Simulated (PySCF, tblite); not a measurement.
# C5H5BrF radical: geometry, infrared bands and EPR parameters

Wanted: the infrared bands and EPR parameters of C5H5BrF radical (`FC1=C(Br)CC[CH]1`), by calculation.

The runs use tblite 0.8.0 and PySCF 2.14.0, with density-fitted response routines of our own; the level of theory stands in each step. All values are computed, except where a source is named. Atoms count from 0, in the outputs and in this text.

## (1) Starting geometry

12 atoms, charge 0, multiplicity 2; geometry from: force field or distance geometry start.

Bonds of the start (Å): F0–C1 1.35, C1–C2 1.31, C2–Br3 1.85, C2–C4 1.50, C4–C5 1.53, C5–C6 1.50, C6–C1 1.43, C4–H7 1.09, C4–H8 1.10, C5–H9 1.10, C5–H10 1.09, C6–H11 1.08.

## (2) Optimising the geometry with GFN2-xTB

What the job is given:

```
{"job": {"kind": "relax", "xc": "GFN2-xTB", "basis": "xTB"}, "charge": 0, "multiplicity": 2}
F      2.451000     0.952200    -0.583900
C      1.221000     0.479300    -0.301100
C      0.079200     1.083100    -0.527800
Br    -0.210400     2.733200    -1.319100
C     -1.092100     0.259400    -0.067700
C     -0.437700    -1.005200     0.502600
C      1.038600    -0.789600     0.327400
H     -1.670700     0.783200     0.696800
H     -1.749900     0.001000    -0.906700
H     -0.688500    -1.128500     1.568300
H     -0.765100    -1.901500    -0.034100
H      1.825900    -1.467300     0.619100
```

The run is started by

```sh
$ OMP_NUM_THREADS=1 python probes_run.py task.json out
```

This one command runs all jobs of the session in turn.

**Question.** This job is followed by: GFN2-xTB harmonic vibrations, gas phase; UKS B3LYP, def2-TZVP-core on Br, pcH-1 on C F H, non-relativistic, mean-field spin-orbit, GIAO. Predict these results of the whole session: strongest single infrared mode (GFN2-xTB); zero-point energy (GFN2-xTB); g(iso) (B3LYP); ⟨S²⟩; largest a(iso) (averaged by class); potential on the surface of density 0.002 e/bohr³, 1st and 99th percentile.

The runs gave:

```
                                                                  quantity                 value
                                 strongest single infrared mode (GFN2-xTB)  1533 cm⁻¹, 84 km/mol
                                              zero-point energy (GFN2-xTB)         52.4 kcal/mol
                                                            g(iso) (B3LYP)               2.00846
                                                                      ⟨S²⟩    0.773 (exact 0.75)
                                        largest a(iso) (averaged by class)   13C on C2, 73.6 MHz
potential on the surface of density 0.002 e/bohr³, 1st and 99th percentile    -0.83 V and 0.93 V
```

Relaxing lowered the energy by 0.194 eV in 18 steps; the close pair that moved most is C1–C2, from 1.311 to 1.388 Å. No mode is imaginary among the 30: a minimum at this level. The strongest single mode, at 1533 cm⁻¹, moves mainly C1 and C6. GFN2-xTB is a fitted tight-binding method: band positions and strengths are rough. Its intensities can rank the bands wrongly. The largest spin populations lie on C6 (0.60 e), C2 (0.59 e). The isotropic g lies 6.1 ppt above the free-electron value. The hyperfine terms hold no scalar relativity, which the heavier nuclei need. The conformer search found further structures of the same energy, which may be mirror or relabelled copies of this one.
